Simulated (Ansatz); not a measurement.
# Si2Ni: the cost of one run

Computed with Ansatz 0.2.0 (DFT PBEsol, scalar-relativistic, plane waves, PAW, unless a step's input says otherwise).

The COD entry's cell or inner coordinates are ideal or old and differ from later refinements, so a difference from it is no clean test against experiment.

1 further run of the same task is left out (set aside as unsound or not needed).

## 1. The starting structure

It takes space group Fm-3m (No. 225, cubic). Conventional cell: a = 5.391 Å, b = 5.391 Å, c = 5.391 Å, α = 90.00°, β = 90.00°, γ = 90.00°. Si (site symmetry -43m) is surrounded by 4 Ni at 2.33 Å. Around Ni (site symmetry m-3m) lie 8 Si at 2.33 Å.

Coordinates:

```cif
data_structure
_symmetry_space_group_name_H-M 'P 1'
_symmetry_Int_Tables_number 1
_cell_length_a 3.8123
_cell_length_b 3.8123
_cell_length_c 3.8123
_cell_angle_alpha 60.000
_cell_angle_beta 60.000
_cell_angle_gamma 60.000
_cell_volume 39.18
loop_
_atom_site_label
_atom_site_type_symbol
_atom_site_fract_x
_atom_site_fract_y
_atom_site_fract_z
_atom_site_occupancy
Si1 Si 0.25000 0.25000 0.25000 1
Si2 Si 0.75000 0.75000 0.75000 1
Ni1 Ni 0.00000 0.00000 0.00000 1
```

It is the result of an earlier relaxation at this level (volume 13.06 Å³/atom; gap on the mesh: none (metal)).

## 2. Bulk reference on the slab's mesh

input.yaml reads:

```yaml
crystal:
  lattice:
    - [3.8123023599, 0.0, 0.0]
    - [-1.90615118, 3.3015506906, 0.0]
    - [1.90615118, 1.1005168969, 3.1127318423]
  atoms:
    - { symbol: Si, position: [0.5, 0.75, 0.75] }
    - { symbol: Si, position: [0.5, 0.25, 0.25] }
    - { symbol: Ni, position: [0.0, 0.0, 0.0] }
basis:
  ecutwfc: 420
kpoints:
  mp_grid: { grid: [9, 9, 11] }
hamiltonian:
  xc: pbesol
scf:
  occupations: { method: gaussian, width: 0.1 }
output:
  forces: true
  stress: true
  eigenvalues: true
  write_density: true
  write_potential: true
  elf: true
  volumetric_format: npy
```

On the command line:

```console
$ ansatz run input.yaml --threads 1 --pin off --max-ram 2560MiB --backend cpu --events-out ev --progress --plain --runs-dir out
```

Q: Estimate wall time and peak memory on 1 thread of Arm Neoverse V1, shared host.

About 14 s, with a peak of 0.42 GiB.
